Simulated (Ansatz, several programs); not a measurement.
CdSe, 4H polytype, relaxed with r2SCAN in Ansatz (plane waves, PAW): it is hexagonal, P6_3mc (No. 186); conventional cell a = 4.339 Å, c = 14.159 Å, 28.86 Å³ an atom. Around Cd lie 4 Se at 2.65–2.66 Å; around Cd lie 4 Se at 2.66 Å; around Se lie 4 Cd at 2.66 Å; around Se lie 4 Cd at 2.65–2.66 Å. The cell was then scaled with its shape and fractional coordinates held, which makes it stiffer than a relaxed compression. All values are calculated for a non-magnetic cell, which may be hypothetical.

```tsv
V (Å³/atom)	E (meV/atom)
27.129	18.61
27.994	4.37
28.860	0.00
30.592	15.06
```

Question: Pass a cubic E = c₀ + c₁u + c₂u² + c₃u³, with u = V − 28.644 Å³, through these points.

Answer: c₀ = 0.24, c₁ = -2.379, c₂ = 5.860, c₃ = -0.3771 (meV and Å³).

Question: Where is the minimum, and what bulk modulus follows?

Answer: dE/du = 0 at u = +0.207, so V₀ = 28.85 Å³. B = V₀ d²E/dV² = 28.85 × (2c₂ + 6c₃u) = 28.85 × 11.252 = 325 meV/Å³, and 1 meV/Å³ is 0.16022 GPa: 52 GPa. A third-order Birch-Murnaghan fit to all five points gives 28.86 Å³ and 51 GPa.

Question: Predict the energy and the pressure at the withheld volume, 29.726 Å³.

Answer: With u = +1.082: E ≈ 4.05 meV and P = −dE/dV ≈ -1.44 GPa. The run gives 4.00 meV and, from its stress, -1.43 GPa.
